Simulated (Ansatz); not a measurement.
**One shape, several levels: doublet [SiAsNH6]+**

Wanted: a comparison of 5 runs (UB3LYP/6-31G*, U-revPBE/def2-SVP, UB2PLYP/def2-SVP, UBCCD(T)/def2-SVP, UCCSD(T)/def2-SVP) of doublet [SiAsNH6]+. 

Program for the calculation: Ansatz 0.2.0.

72 further runs of the same task are left out: 72 set aside as unsound or not needed.

### Step 1. The system as given

The species is [SiAsNH6]+ (9 atoms), meant as a doublet with charge +1. SMILES of the parent species: `N[AsH][SiH3]`. The coordinates come from a PBE0-D4/def2-TZVP relaxation. This is one conformer, not always the lowest. That shape belongs to the parent species and isn't relaxed for this state.

Bond lengths: N1–As2 1.864 Å, As2–Si3 2.365 Å, N1–H4 1.011 Å, N1–H5 1.011 Å, As2–H6 1.537 Å, Si3–H7 1.488 Å, Si3–H8 1.485 Å, Si3–H9 1.489 Å. Some angles: N1–As2–Si3 95.0°, N1–As2–H6 101.5°, Si3–As2–H6 91.9°, As2–N1–H4 110.5°, As2–N1–H5 114.1°, As2–Si3–H7 108.9°, As2–Si3–H8 109.3°, As2–Si3–H9 111.1°, H4–N1–H5 108.7°, H7–Si3–H8 109.3°.

### Step 2. The energy at UB3LYP/6-31G(d) (spherical functions) (run 1)

File run.yaml:

```yaml
crystal:
  periodic: [false, false, false]
  atoms:
    - {symbol: N, position_ang: [-1.101100, 0.719000, -1.145600]}
    - {symbol: As, position_ang: [0.735100, 0.438100, -0.988900]}
    - {symbol: Si, position_ang: [0.557300, -1.064700, 0.828600]}
    - {symbol: H, position_ang: [-1.303700, 1.291400, -1.954300]}
    - {symbol: H, position_ang: [-1.525300, 1.144300, -0.332300]}
    - {symbol: H, position_ang: [1.144100, 1.592600, -0.059800]}
    - {symbol: H, position_ang: [1.889500, -1.194000, 1.477900]}
    - {symbol: H, position_ang: [0.123900, -2.393300, 0.326700]}
    - {symbol: H, position_ang: [-0.431200, -0.579700, 1.830600]}
basis:
  gaussian:
    orbitals: 6-31G_st_-spherical.json
total_charge: 1
magnetization:
  spin_polarized: true
  initial_magnetization: 1
hamiltonian:
  xc: {name: B3LYP}
accuracy: high
output:
  orbitals: {seedname: orbitals}
```

The basis set 6-31G* is read from a file made from the Basis Set Exchange's data (not shown).

Run with:

```bash
$ ansatz run run.yaml --threads 1 --pin off --max-ram 3480MiB --events-out events.jsonl --progress --plain --runs-dir runs
```

The program printed:

```text
Warning: RAYON_NUM_THREADS=1 ignored (pool sized by the plan → 1); use --threads N
Functional definition: B3LYP
  name "B3LYP"
  parameter a0 = 0.2
  parameter ax = 0.72
  parameter ac = 0.81
  exchange = (1 - a0 - ax)*slater_x + ax*b88_x + a0*exact_x
  correlation = (1 - ac)*vwn_rpa_c + ac*lyp_c
1680 factors; integrals over basis functions are off by at most 4.6e-9 eV
mean field evaluation 1: about -70278.2430 eV, gradient 5.3e1 eV
mean field evaluation 2: about -70221.0394 eV, gradient 9.7e1 eV
mean field evaluation 4: about -70290.2289 eV, gradient 5.5e0 eV
mean field evaluation 8: about -70290.4779 eV, gradient 4.6e-1 eV
mean field evaluation 16: about -70290.6505 eV, gradient 3.6e-3 eV
mean field evaluation 32: about -70290.0361 eV, gradient 6.4e0 eV
mean field -70290.65054611 eV, -2583.1337628555 hartree, gradient 9.8e-8 eV, S^2 0.755768; 2 other end points of the search recorded, 0 dependent functions left out
reference -70290.65058553 eV, -2583.1337643041 hartree; 30, 29 occupied and 46, 47 virtual orbitals, 1680 factors
Total energy: -70290.65058553 eV, -2583.1337643041 hartree
```

Wall time 5.7 s (1 thread of AMD EPYC 9R45 (Zen 5), shared host); peak memory 0.41 GiB.

### Step 3. The energy at U-revPBE/def2-SVP (run 2)

File input.yaml:

```yaml
crystal:
  periodic: [false, false, false]
  atoms:
    - {symbol: "N", position_ang: [-1.101100, 0.719000, -1.145600]}
    - {symbol: As, position_ang: [0.735100, 0.438100, -0.988900]}
    - {symbol: Si, position_ang: [0.557300, -1.064700, 0.828600]}
    - {symbol: H, position_ang: [-1.303700, 1.291400, -1.954300]}
    - {symbol: H, position_ang: [-1.525300, 1.144300, -0.332300]}
    - {symbol: H, position_ang: [1.144100, 1.592600, -0.059800]}
    - {symbol: H, position_ang: [1.889500, -1.194000, 1.477900]}
    - {symbol: H, position_ang: [0.123900, -2.393300, 0.326700]}
    - {symbol: H, position_ang: [-0.431200, -0.579700, 1.830600]}
basis:
  gaussian:
    orbitals: def2-SVP
total_charge: 1
magnetization:
  spin_polarized: true
  initial_magnetization: 1
hamiltonian:
  xc: {name: revPBE}
accuracy: high
output: {orbitals: {seedname: orbitals}}
```

Run with:

```bash
$ ansatz run input.yaml --threads 1 --pin off --max-ram 3480MiB --events-out events.jsonl --progress --plain --runs-dir runs
```

The program printed:

```text
Warning: RAYON_NUM_THREADS=1 ignored (pool sized by the plan → 1); use --threads N
Functional definition: revPBE
  name "revPBE"
  parameter kappa = 1.245
  parameter beta = 0.06672455060314922
  exchange = pbe_x(kappa = kappa, mu = beta*pi^2/3)
  correlation = pbe_c(beta = beta)
2061 factors; integrals over basis functions are off by at most 4.7e-9 eV
mean field evaluation 1: about -70264.3429 eV, gradient 5.9e1 eV
mean field evaluation 2: about -70183.2580 eV, gradient 1.1e2 eV
mean field evaluation 4: about -70276.0906 eV, gradient 2.2e1 eV
mean field evaluation 8: about -70279.5556 eV, gradient 5.7e-1 eV
mean field evaluation 16: about -70279.5483 eV, gradient 4.7e-3 eV
mean field evaluation 32: about -70278.8403 eV, gradient 6.0e0 eV
mean field -70279.54834261 eV, -2582.7257644021 hartree, gradient 2.8e-8 eV, S^2 0.752802; 5 other end points of the search recorded, 0 dependent functions left out
reference -70279.54834698 eV, -2582.7257645628 hartree; 30, 29 occupied and 64, 65 virtual orbitals, 2061 factors
Total energy: -70279.54834698 eV, -2582.7257645628 hartree
```

Run time: 6.9 s. Hardware: 1 thread of AMD EPYC 9R45 (Zen 5), shared host; peak memory 0.34 GiB.

Runs 3 to 4 aren't shown in full; the table further down has their settings and results.

### Step 4. The energy at UCCSD(T)/def2-SVP (run 5)

input.yaml, as its differences from that of step 3:

```diff
@@ -3,3 +3,3 @@
   atoms:
-    - {symbol: "N", position_ang: [-1.101100, 0.719000, -1.145600]}
+    - {symbol: N, position_ang: [-1.101100, 0.719000, -1.145600]}
     - {symbol: As, position_ang: [0.735100, 0.438100, -0.988900]}
@@ -19,5 +19,7 @@
   initial_magnetization: 1
-hamiltonian:
-  xc: {name: revPBE}
+correlation:
+  method: ccsd_t
+  frozen_orbitals: {As: 9, H: 0, "N": 1, Si: 5}
 accuracy: high
-output: {orbitals: {seedname: orbitals}}
+scf:
+  omitted_lower_state_checks: [cluster_reference, increment]
```

Run with:

```bash
$ ansatz run input.yaml --threads 1 --pin off --max-ram 3480MiB --events-out events.jsonl --progress --plain --runs-dir runs
```

The program printed:

```text
Warning: RAYON_NUM_THREADS=1 ignored (pool sized by the plan → 1); use --threads N
[... 13 lines left out ...]
15 core orbitals not correlated: weight in the atoms' cores, before any rotation towards them, 1.000 or more for the frozen orbitals, at most 0.000 for the correlated occupied ones
[... 37 lines left out ...]
Total energy: -70229.53948434 eV, -2580.8879727579 hartree
Checks for a lower state left out: cluster_reference, increment
```

Wall time 40 s (1 thread of AMD EPYC 9R45 (Zen 5), shared host); peak memory 1.1 GiB.

### Step 5. All runs side by side

| run | level | frozen core orbitals | energy (Eh) | HOMO energy (eV) | LUMO energy (eV) | ⟨S²⟩ | wall time |
| --- | --- | --- | --- | --- | --- | --- | --- |
| 1 | UB3LYP/6-31G* (spherical functions) | – | -2583.133764 | -13.11 | -11.34 | 0.756 | 5.7 s |
| 2 | U-revPBE/def2-SVP | – | -2582.725765 | -12.24 | -11.87 | 0.753 | 6.9 s |
| 3 | UB2PLYP/def2-SVP | 15 | -2582.392166 | -14.27 | -9.98 | 0.760 | 12 s |
| 4 | UBCCD(T)/def2-SVP | 15 | -2580.888343 | – | – | 0.762 | 56 s |
| 5 | UCCSD(T)/def2-SVP | 15 | -2580.887973 | – | – | 0.762 | 40 s |

### Step 6. What came out

| quantity | value |
| --- | --- |
| run 5: total energy | -2580.88797 Eh |
| run 5: correlation energy (15 core orbitals frozen) | -546.9 mEh |
| run 5: (T) correction | -15.48 mEh |
| run 5: ⟨S²⟩ of the reference determinant | 0.762 |
| run 5: T1 diagnostic | 0.039 |

In words: Totals of different functionals can't be ranked against each other. All runs together took 2 min, the longest 56 s.
